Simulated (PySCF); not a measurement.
# Ge4H10: the cost of one run

The runs use PySCF 2.14.0, with density-fitted response routines of our own; the level of theory stands in each step. All values are computed, except where a source is named. Atoms count from 0, in the outputs and in this text.

1 further run of the same task is left out (it didn't finish).

## Step 1: Starting geometry

14 atoms, charge 0, multiplicity 1; geometry from: GFN2-xTB. The atoms were then displaced at random by about 0.03 Å, so the start is not that level's minimum.

Bonds of the start (Å): Ge0–Ge1 2.33, Ge1–Ge2 2.37, Ge1–Ge3 2.29, Ge0–H4 1.47, Ge0–H5 1.54, Ge0–H6 1.56, Ge1–H7 1.53, Ge2–H8 1.55, Ge2–H9 1.45, Ge2–H10 1.55, Ge3–H11 1.55, Ge3–H12 1.67, Ge3–H13 1.48.

## Step 2: Relaxing the molecule at PBE0-D3(BJ)/def2-SVP

What the job is given:

```
{"job": {"xc": "PBE0", "basis": "def2-SVP", "d3": "d3bj", "grid": 1, "shake": 0.03, "kind": "geom"}, "charge": 0, "multiplicity": 1}
Ge     0.019780     2.198900    -0.613700
Ge     0.043780     0.078400     0.352290
Ge     1.945150    -1.193610    -0.249420
Ge    -1.884570    -1.132440     0.111870
H      1.227430     3.035250    -0.535480
H     -0.369800     2.286840    -2.101180
H     -1.066650     3.140370    -0.003920
H      0.244670     0.377660     1.840780
H      3.221960    -0.338320    -0.431960
H      1.818050    -2.031660    -1.427450
H      2.388450    -2.163290     0.874720
H     -2.335810    -1.947090     1.351550
H     -3.263290    -0.239630    -0.183700
H     -2.009920    -2.116130    -0.990480
```

Run with:

```bash
OMP_NUM_THREADS=1 python probes_run.py task.json out
```

The driver reads the jobs from task.json and runs them one after another.

**Question.** How long does this first job take on 1 thread of Arm Neoverse N1, shared host, and how much memory does it need?

About 9.8 min, with a peak of 0.84 GiB.
